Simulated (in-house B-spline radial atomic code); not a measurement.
# S³⁺: ionisation energy by several methods

How far do functionals differ on the ionisation energy of S³⁺? Each run solves S³⁺ and then the next ion ([Ne] 3s2).

Method: non-relativistic, several functionals, spin-polarised, exact exchange averaged over the configuration; spherical all-electron atom at the radial basis limit. Code: in-house B-spline radial atomic code version 1.

## Step 1: The atom as given

| Property | Result |
| --- | --- |
| element | sulfur (Z = 16) |
| charge | +3 |
| electrons | 13 |
| configuration | [Ne] 3s2 3p1 |
| nucleus | point |

The outer shells:

[Ne] 3s2 3p1
```
[Ne] core
3s [↑↓]
3p [↑ ][  ][  ]
```

Where spins are not typed, each open shell is filled with up spins first.

## Step 2: CAM-B3LYP, a range-separated hybrid

Settings, as recorded:

```ini
Z = 16
electrons = 13.0
configuration = [Ne] 3s2 3p1
hamiltonian = nr
method = camb3lyp
spin_polarised = True
exact_exchange = averaged over the configuration
```

The run is started by

```console
$ python run_scf.py task.json out
```

task.json lists these runs, among others, and the program works through them in turn.

## Step 3: BHandHLYP, a global hybrid

The settings differ from step 2 so:

```diff
@@ -4,3 +4,3 @@
 hamiltonian = nr
-method = camb3lyp
+method = bhandhlyp
 spin_polarised = True
```

## Step 4: LC-ωPBE, a range-separated hybrid

The settings differ from step 3 so:

```diff
@@ -4,3 +4,3 @@
 hamiltonian = nr
-method = bhandhlyp
+method = lc_wpbe
 spin_polarised = True
```

## Step 5: PBE0, a global hybrid

The settings differ from step 4 so:

```diff
@@ -4,3 +4,3 @@
 hamiltonian = nr
-method = lc_wpbe
+method = pbe0
 spin_polarised = True
```

## Step 6: M06-2X, a global hybrid

The settings differ from step 5 so:

```diff
@@ -4,3 +4,3 @@
 hamiltonian = nr
-method = pbe0
+method = m062x
 spin_polarised = True
```

**Question.** The tabulated ionisation energy is 47.222 ± 0.012 eV (semi-empirical; NIST Atomic Spectra Database). What does each method give, and which comes nearest?

**Answer**, as computed:

| method | rung | total energy (hartree) | ΔSCF (eV) | −ε highest (eV) | ΔSCF less tabulated (eV) |
| --- | --- | --- | --- | --- | --- |
| BHandHLYP | global hybrid | -395.6232 | 47.200 | 44.151 (3p up) | -0.022 |
| PBE0 | global hybrid | -395.4579 | 47.249 | 42.660 (3p up) | +0.027 |
| M06-2X | global hybrid | -395.6141 | 47.488 | 44.550 (3p up) | +0.266 |
| CAM-B3LYP | range-separated hybrid | -395.6160 | 47.356 | 44.188 (3p up) | +0.134 |
| LC-ωPBE | range-separated hybrid | -395.4729 | 47.471 | 45.899 (3p up) | +0.249 |

What this shows: Against the tabulated ionisation energy, 47.222 ± 0.012 eV (semi-empirical; NIST Atomic Spectra Database), the best here is BHandHLYP (-0.022 eV) and the worst M06-2X (+0.266 eV, or 0.56 %). These runs lack relativity altogether, which can outweigh the gaps between the methods, so the nearest may be so by luck. Open shells are averaged (over orientations, and over spins where the run is restricted), while tables refer to the lowest levels.
